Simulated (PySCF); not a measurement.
# ErF3(NH3): other functionals and bases at one geometry

An exercise on one series of results from a longer session: the logs are not shown, and one member is left open.

Computed with PySCF 2.14.0. Level: several levels, as the steps say, no spin–orbit coupling.

1 further run of the same task is left out (for a known fault of the program).

## Where the work starts

8 atoms, charge 0, spin multiplicity 1.

Bond lengths: Er1–F2 2.010 Å, Er1–F3 2.010 Å, Er1–F4 2.010 Å, Er1–N5 2.466 Å, N5–H6 1.022 Å, N5–H7 1.022 Å, N5–H8 1.022 Å. Angles: F2–Er1–F3 118.3°, F2–Er1–F4 118.3°, F2–Er1–N5 97.6°, F3–Er1–F4 118.3°, F3–Er1–N5 97.6°, F4–Er1–N5 97.6°, Er1–N5–H6 112.3°, Er1–N5–H7 112.3°, Er1–N5–H8 112.3°, H6–N5–H7 106.5°, H6–N5–H8 106.5°, H7–N5–H8 106.5°.

Geometry (Å):

```
Er    0.09498   -0.09498    0.09498
F     1.06119    1.37892    1.06119
F    -1.37892   -1.06119    1.06119
F     1.06119   -1.06119   -1.37892
N    -1.32873    1.32873   -1.32873
H    -1.93872    1.93872   -0.78049
H    -0.78049    1.93872   -1.93872
H    -1.93872    0.78049   -1.93872
```

Formal oxidation states: Er +3. Each metal's 11 4f electrons lie in its core potential, so multiplicities, spins and levels count the valence alone. An earlier session relaxed this geometry at PBE0, Er lcecp-1-SVP with ECP57, F def2-SVP, N def2-SVP, H def2-SVP (singlet, point group C3v).

At PBE0 on the finer grid: E = -394.001989 Eh, HOMO -9.54 eV, LUMO -0.78 eV, Mulliken charge on Er1 +1.14 e, largest force component 0.005 eV/Å. 

Levels to run: PBE; r2SCAN; PBE0, TZVP. Hardware: 2 threads of Arm Neoverse V2, shared host.

Set-up of the first run:

Contents of run.py (the lines that set the calculation):

```python
mol = gto.M(atom='''
Er     0.09498    -0.09498     0.09498
F      1.06119     1.37892     1.06119
F     -1.37892    -1.06119     1.06119
F      1.06119    -1.06119    -1.37892
N     -1.32873     1.32873    -1.32873
H     -1.93872     1.93872    -0.78049
H     -0.78049     1.93872    -1.93872
H     -1.93872     0.78049    -1.93872''',
    basis={'Er': 'lcecp-1-SVP', 'F': 'def2-SVP', 'N': 'def2-SVP', 'H': 'def2-SVP'},
    ecp={'Er': 'lcecp-1-SVP'},
    charge=0, spin=0)
mf = dft.RKS(mol, xc='PBE')
mf.grids.atom_grid = (75, 302)  # f atoms: unpruned, at least (60, 302)
mf = mf.density_fit()  # fitting sets: Er AutoAux, F def2-universal-JKFIT, N def2-universal-JKFIT, H def2-universal-JKFIT
mf.conv_tol = 1e-08; mf.max_cycle = 55
mf.kernel(dm0)  # dm0: the density of the relaxed state
```

Run with:

```bash
$ OMP_NUM_THREADS=2 python run.py
```

Steps of the session up to this table: PBE; r2SCAN; PBE0, TZVP.

One table of the session follows, with a row left open; its other results are not shown here.

| level | HOMO (eV) | gap (eV) | charge on Er1 (e) | dipole (D) | largest force component (eV/Å) |
| --- | --- | --- | --- | --- | --- |
| PBE0 (relaxed here) | -9.54 | 8.76 | 1.14 | 5.93 | 0.00 |
| PBE | ? | ? | ? | ? | ? |
| r2SCAN | -8.01 | 7.11 | 1.11 | 5.87 | 0.09 |
| PBE0, TZVP | -9.71 | 8.71 | 1.60 | 5.90 | 0.22 |

**Question.** Estimate the row for PBE.

As computed: HOMO (eV): -7.56; gap (eV): 6.03; charge on Er1 (e): 0.90; dipole (D): 5.83; largest force component (eV/Å): 0.22. In the column «HOMO (eV)» it is the highest.

In one basis the HOMO–LUMO gap runs from 6.03 eV (PBE) to 8.76 eV (PBE0). The largest leftover force, 0.22 eV/Å with PBE, stands at a geometry relaxed at another level. With 4f in the core, its levels are missing from HOMO and gap, and its count is fixed, so no charge can pass from the ligands into it. Total energies of different levels can't be compared.
